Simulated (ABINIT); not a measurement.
# SiSe (P-6m2) in ABINIT: single point with LDA-Teter

Aim: the single point of SiSe with LDA-Teter.

Program: ABINIT 10.8.3 (patched build). These are calculated values, not measurements. Logs are shortened: lines on timing, memory, paths and dates and some standing lists are left out, and cuts for length are marked. The log counts tension as positive stress, the text compression.

## 1. The crystal as given

Symmetry: P-6m2, No. 187, hexagonal system. Conventional cell: a = 3.595 Å, b = 3.595 Å, c = 3.599 Å, α = 90.00°, β = 90.00°, γ = 120.00°. Si (site symmetry -6m2) has 6 Se at 2.75 Å as nearest neighbours. Se (site symmetry -6m2) has 6 Si at 2.75 Å as nearest neighbours.

The cell was built by a generator and needn't be a form met in nature.

## 2. Single point, LDA-Teter

The input, run.abi:

```
# Pseudopotentials
pp_dirpath "./"
pseudos "Si.upf, Se.upf"

# Structure
acell 3*1.0 Angstrom
rprim
     3.5952000000     0.0000000000     0.0000000000
    -1.7976000000     3.1135300000     0.0000000000
     0.0000000000     0.0000000000     3.5987300000
ntypat 2
znucl 14 34
natom 2
typat 1 2
xred
     0.6666700000     0.3333300000     0.5000000000
     0.0000000000     0.0000000000     0.0000000000

# Plane-wave basis
ecut 40.0

# k points
kptopt 1
ngkpt 7 7 5
nshiftk 1
shiftk 0.0 0.0 0.0

# Exchange and correlation
ixc 1

# Bands and occupations
nband 14
occopt 3
tsmear 0.05 eV

# SCF cycle
nstep 100
tolvrs 1.0e-10

# Output
iomode 3
prtwf 0
prtden 0
prteig 0
prtebands 0
enunit 2
```

Potentials or basis: PseudoDojo NC SR LDA v0.4.1 standard.

Command:

```bash
$ abinit run.abi > log 2>&1
```

run.abo:

```text
.Version 10.8.3 of ABINIT
 Symmetries : space group P-6 m 2 (#187); Bravais hP (primitive hexag.)
================================================================================
 Values of the parameters that define the memory need of the present run
     intxc =       0    ionmov =       0      iscf =       7    lmnmax =       6
     lnmax =       6     mgfft =      40  mpssoang =       3    mqgrid =    3001
     natom =       2  nloc_mem =       1    nspden =       1   nspinor =       1
    nsppol =       1      nsym =      12    n1xccc =    2501    ntypat =       2
    occopt =       3   xclevel =       1
       mpw =        3307          nfft =       64000          nkpt =          24
================================================================================
================================================================================

--------------------------------------------------------------------------------
------------- Echo of variables that govern the present computation ------------
--------------------------------------------------------------------------------
 -outvars: echo values of preprocessed input variables --------
            acell      6.7939396597E+00  6.7939396597E+00  6.8006141011E+00 Bohr
              amu      2.80855000E+01  7.89600000E+01
             ecut      4.00000000E+01 Hartree
           enunit           2
         kptrlatt        7    0    0      0    7    0      0    0    5
          kptrlen      3.40030705E+01
            natom           2
            nband          14
            ngfft          40      40      40
             nkpt          24
            nstep         100
             nsym          12
           ntypat           2
           occopt           3
           prtden           0
        prtebands           0
           prteig           0
            prtwf           0
            rprim      1.0000000000E+00 -6.3024181695E-07  0.0000000000E+00
                      -4.9999945419E-01  8.6602571891E-01  0.0000000000E+00
                       0.0000000000E+00  0.0000000000E+00  1.0000000000E+00
          spgroup         187
           tolvrs      1.00000000E-10
           tsmear      1.83746611E-03 Hartree
            typat      1  2
           xangst      1.7975996730E+00  1.0378431445E+00  1.7993650000E+00
                       2.6610470735E-16 -1.6771031426E-22  0.0000000000E+00
            xcart      3.3969710659E+00  1.9612393048E+00  3.4003070505E+00
                       5.0286501770E-16 -3.1692656244E-22  0.0000000000E+00
             xred      6.6666666667E-01  3.3333333333E-01  5.0000000000E-01
                       7.4016703546E-17  0.0000000000E+00  0.0000000000E+00
            znucl       14.00000   34.00000

================================================================================

 chkinp: Checking input parameters for consistency.

================================================================================
== DATASET  1 ==================================================================

--- !DatasetInfo
iteration_state: {dtset: 1, }
dimensions: {natom: 2, nkpt: 24, mband: 14, nsppol: 1, nspinor: 1, nspden: 1, mpw: 3307, }
cutoff_energies: {ecut:  40.0, pawecutdg:  -1.0, }
electrons: {nelect:   2.00000000E+01, charge:   0.00000000E+00, occopt:   3.00000000E+00, tsmear:   1.83746611E-03, }
meta: {optdriver: 0, ionmov: 0, optcell: 0, iscf: 7, paral_kgb: 0, }
...

 Exchange-correlation functional for the present dataset will be:
  LDA: new Teter (4/93) with spin-polarized option - ixc=1
  S. Goedecker, M. Teter, J. Huetter, PRB 54, 1703 (1996)

 Real(R)+Recip(G) space primitive vectors, cartesian coordinates (Bohr,Bohr^-1):
 R(1)=  6.7939397 -0.0000043  0.0000000  G(1)=  0.1471901  0.0849801  0.0000000
 R(2)= -3.3969661  5.8837265  0.0000000  G(2)=  0.0000001  0.1699604  0.0000000
 R(3)=  0.0000000  0.0000000  6.8006141  G(3)=  0.0000000  0.0000000  0.1470455
 Unit cell volume ucvol=  2.7184549E+02 bohr^3
 Angles (23,13,12)=  9.00000000E+01  9.00000000E+01  1.20000000E+02 degrees

 getcut: wavevector=  0.0000  0.0000  0.0000  ngfft=  40  40  40
         ecut(hartree)=     40.000   => boxcut(ratio)=   2.06594

--- Pseudopotential description ------------------------------------------------
- pspini: atom type   1  psp file is ./Si.upf
12 -1012 2 -1 1510                            pspcod,pspxc,lmax,lloc,mmax
     nproj     2     2     2

- pspini: atom type   2  psp file is ./Se.upf
12 -1012 2 -1 1198                            pspcod,pspxc,lmax,lloc,mmax
     nproj     2     2     2

   7.00942286E+02                                ecore*ucvol(ha*bohr**3)
--------------------------------------------------------------------------------

================================================================================

--- !BeginCycle
iteration_state: {dtset: 1, }
solver: {iscf: 7, nstep: 100, nline: 4, wfoptalg: 0, }
tolerances: {tolvrs: 1.00E-10, }
...

     iter   Etot(hartree)      deltaE(h)  residm     vres2
 ETOT  1  -124.62086367085    -1.246E+02 2.244E+00 1.301E+01
 ETOT  2  -125.42918916910    -8.083E-01 3.344E-02 6.955E+01
 ETOT  3  -125.43675305522    -7.564E-03 4.610E-02 1.637E+01
 ETOT  4  -125.43894733500    -2.194E-03 3.555E-03 1.475E+00
 ETOT  5  -125.43911394429    -1.666E-04 5.233E-03 2.266E-01
 ETOT  6  -125.43914555125    -3.161E-05 5.003E-04 1.477E-03
 ETOT  7  -125.43914573590    -1.847E-07 6.601E-04 1.817E-04
 ETOT  8  -125.43914576201    -2.611E-08 9.159E-05 9.196E-08
 ETOT  9  -125.43914576203    -2.042E-11 1.418E-04 9.780E-10
 ETOT 10  -125.43914576204    -4.391E-12 3.672E-05 2.770E-11

 At SCF step   10       vres2   =  2.77E-11 < tolvrs=  1.00E-10 =>converged.

 Cartesian components of stress tensor (hartree/bohr^3)
  sigma(1 1)=  1.49389435E-04  sigma(3 2)=  0.00000000E+00
  sigma(2 2)=  1.49389435E-04  sigma(3 1)=  0.00000000E+00
  sigma(3 3)=  1.59780999E-04  sigma(2 1)=  0.00000000E+00

--- !ResultsGS
iteration_state: {dtset: 1, }
comment   : Summary of ground state results
lattice_vectors:
- [  6.7939397,  -0.0000043,   0.0000000, ]
- [ -3.3969661,   5.8837265,   0.0000000, ]
- [  0.0000000,   0.0000000,   6.8006141, ]
lattice_lengths: [   6.79394,    6.79394,    6.80061, ]
lattice_angles: [ 90.000,  90.000, 120.000, ] # degrees, (23, 13, 12)
lattice_volume:   2.7184549E+02
convergence: {deltae: -4.391E-12, res2:  2.770E-11, residm:  3.672E-05, diffor: null, }
etotal    :  -1.25439146E+02
entropy   :   0.00000000E+00
fermie    :   2.17895130E-01
cartesian_stress_tensor: # hartree/bohr^3
- [  1.49389435E-04,   0.00000000E+00,   0.00000000E+00, ]
- [  0.00000000E+00,   1.49389435E-04,   0.00000000E+00, ]
- [  0.00000000E+00,   0.00000000E+00,   1.59780999E-04, ]
pressure_GPa:  -4.4971E+00
xred      :
- [  6.6667E-01,   3.3333E-01,   5.0000E-01, Si]
- [  7.4017E-17,   0.0000E+00,   0.0000E+00, Se]
cartesian_forces: # hartree/bohr
- [  3.71559895E-30,   1.43013202E-30,  -0.00000000E+00, ]
- [ -3.71559895E-30,  -1.43013202E-30,  -0.00000000E+00, ]
force_length_stats: {min:   3.98132555E-30, max:   3.98132555E-30, mean:   3.98132555E-30, }
...

 Integrated electronic density in atomic spheres:
 ------------------------------------------------
 Atom  Sphere_radius  Integrated_density
    1        2.00000          1.58722335
    2        2.00000         13.20041357
================================================================================

 ----iterations are completed or convergence reached----

 Mean square residual over all n,k,spin=   12.537E-08; max=  36.722E-06
 reduced coordinates (array xred) for    2 atoms
       0.666666666667      0.333333333333      0.500000000000
       0.000000000000      0.000000000000      0.000000000000
 rms dE/dt=  2.0896E-29; max dE/dt=  5.0487E-29; dE/dt below (all hartree)
    1       0.000000000000      0.000000000000      0.000000000000
    2       0.000000000000     -0.000000000000      0.000000000000

 cartesian coordinates (angstrom) at end:
    1      1.79759967295393     1.03784314451237     1.79936500000000
    2      0.00000000000000    -0.00000000000000     0.00000000000000

 cartesian forces (hartree/bohr) at end:
    1      0.00000000000000     0.00000000000000    -0.00000000000000
    2     -0.00000000000000    -0.00000000000000    -0.00000000000000
 frms,max,avg= 2.2986194E-30 3.7155990E-30   0.000E+00  0.000E+00  0.000E+00 h/b

 cartesian forces (eV/Angstrom) at end:
    1      0.00000000000000     0.00000000000000    -0.00000000000000
    2     -0.00000000000000    -0.00000000000000    -0.00000000000000
 frms,max,avg= 1.1819976E-28 1.9106378E-28   0.000E+00  0.000E+00  0.000E+00 e/A
 length scales=  6.793939659697  6.793939659697  6.800614101088 bohr
              =  3.595198037723  3.595198037723  3.598730000000 angstroms
 Fermi (or HOMO) energy (hartree) =   0.21790   Average Vxc (hartree)=  -0.39249
 Eigenvalues (hartree) for nkpt=  24  k points:
 kpt#   1, nband= 14, wtk=  0.00408, kpt=  0.0000  0.0000  0.0000 (reduced coord)
  -1.56582   -1.56518   -1.56518   -1.56382   -1.56382   -0.34853    0.03735    0.07787
   0.14804    0.14804    0.31877    0.31877    0.34127    0.45686
      occupation numbers for kpt#   1
   2.00000    2.00000    2.00000    2.00000    2.00000    2.00000    2.00000    2.00000
   2.00000    2.00000    0.00000    0.00000    0.00000    0.00000
 prteigrs : prtvol=0 or 1, do not print more k-points.

 Fermi (or HOMO) energy (eV) =   5.92923   Average Vxc (eV)= -10.68010
 Eigenvalues (   eV  ) for nkpt=  24  k points:
 kpt#   1, nband= 14, wtk=  0.00408, kpt=  0.0000  0.0000  0.0000 (reduced coord)
 -42.60801  -42.59071  -42.59071  -42.55358  -42.55358   -9.48396    1.01647    2.11904
   4.02837    4.02837    8.67422    8.67422    9.28649   12.43172
 prteigrs : prtvol=0 or 1, do not print more k-points.

--- !EnergyTerms
iteration_state     : {dtset: 1, }
comment             : Components of total free energy in Hartree
kinetic             :  7.97797831610976E+01
hartree             :  3.83358767361932E+01
xc                  : -2.53719941818681E+01
Ewald energy        : -6.70449980196657E+01
psp_core            :  2.57845838349042E+00
local_psp           : -1.03428641003511E+02
non_local_psp       : -5.02872832399666E+01
internal            : -1.25438798164230E+02
'-kT*entropy'       : -3.47597807474180E-04
total_energy        : -1.25439145762037E+02
total_energy_eV     : -3.41337304569670E+03
band_energy         : -1.57699444588840E+01
...

 Cartesian components of stress tensor (hartree/bohr^3)
  sigma(1 1)=  1.49389435E-04  sigma(3 2)=  0.00000000E+00
  sigma(2 2)=  1.49389435E-04  sigma(3 1)=  0.00000000E+00
  sigma(3 3)=  1.59780999E-04  sigma(2 1)=  0.00000000E+00

-Cartesian components of stress tensor (GPa)         [Pressure= -4.4971E+00 GPa]
- sigma(1 1)=  4.39518892E+00  sigma(3 2)=  0.00000000E+00
- sigma(2 2)=  4.39518892E+00  sigma(3 1)=  0.00000000E+00
- sigma(3 3)=  4.70091930E+00  sigma(2 1)=  0.00000000E+00

== END DATASET(S) ==============================================================
================================================================================

 -outvars: echo values of variables after computation  --------
            acell      6.7939396597E+00  6.7939396597E+00  6.8006141011E+00 Bohr
           etotal     -1.2543914576E+02
            fcart      3.7155989536E-30  1.4301320154E-30 -0.0000000000E+00
                      -3.7155989536E-30 -1.4301320154E-30 -0.0000000000E+00
            rprim      1.0000000000E+00 -6.3024181695E-07  0.0000000000E+00
                      -4.9999945419E-01  8.6602571891E-01  0.0000000000E+00
                       0.0000000000E+00  0.0000000000E+00  1.0000000000E+00
           strten      1.4938943501E-04  1.4938943501E-04  1.5978099933E-04
                       0.0000000000E+00  0.0000000000E+00  0.0000000000E+00
           xangst      1.7975996730E+00  1.0378431445E+00  1.7993650000E+00
                       2.6610470735E-16 -1.6771031426E-22  0.0000000000E+00
             xred      6.6666666667E-01  3.3333333333E-01  5.0000000000E-01
                       7.4016703546E-17  0.0000000000E+00  0.0000000000E+00
 Calculation completed.
```

Wall time 49 s (1 thread of Intel Xeon Platinum 8488C (Sapphire Rapids), shared host); peak memory 0.08 GiB.

Results:

```yaml
Free_energy: -3413.3730 eV
Pressure: -4.5 GPa
Band_gap_on_the_k_mesh: none (metal or under the smearing width)
Valence_electrons_inside_the_program's_atomic_spheres: Si 1.59; Se 13.20
```

Stress tensor (GPa, compression positive):
```
-4.40  0.00  0.00
 0.00 -4.40  0.00
 0.00  0.00 -4.70
```

Levels at points of the mesh, in eV from the Fermi level:
| k point | band 8 | band 9 | band 10 | band 11 | band 12 | band 13 |
| --- | --- | --- | --- | --- | --- | --- |
| (0.00, 0.00, 0.00) | -3.81 | -1.90 | -1.90 | 2.74 | 2.74 | 3.36 |
